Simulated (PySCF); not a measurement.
# C3H5GeNO: the cost of one run

Computed with PySCF 2.14.0, with density-fitted response routines of our own, on a single molecule in the gas phase. Atoms are numbered from 0 throughout.

## 1. The molecule as given

11 atoms, charge 0, multiplicity 1; geometry from: GFN2-xTB. The atoms were then displaced at random by about 0.01 Å, so the start is not that level's minimum.

Bonds of the start (Å): Ge0–C1 1.91, C1–C2 1.36, C2–C3 1.45, C3–N4 1.32, N4–O5 1.35, O5–C1 1.34, Ge0–H6 1.50, Ge0–H7 1.46, Ge0–H8 1.51, C2–H9 1.08, C3–H10 1.03.

## 2. Optimising the geometry at PBE0-D3(BJ)/def2-SVP

The job: settings as JSON, then the geometry in Å.

```
{"job": {"xc": "PBE0", "basis": "def2-SVP", "d3": "d3bj", "grid": 1, "shake": 0.01, "kind": "geom"}, "charge": 0, "multiplicity": 1}
Ge    -1.963330    -0.138130     0.001370
C     -0.056620    -0.095820    -0.080290
C      0.940800     0.588470     0.532190
C      2.162620     0.073500    -0.058940
N      1.829830    -0.841500    -0.954270
O      0.483670    -0.936980    -0.967600
H     -2.415570     0.274900     1.366140
H     -2.425800    -1.480270    -0.343520
H     -2.538070     0.868840    -0.966280
H      0.877160     1.338620     1.310140
H      3.143430     0.322540     0.145410
```

Started as:

```bash
$ OMP_NUM_THREADS=1 python probes_run.py task.json out
```

This one command runs all jobs of the session in turn.

**Question.** How long does this first job take on 1 thread of Arm Neoverse V2, shared host, and how much memory does it need?

About 88 s, with a peak of 0.53 GiB.
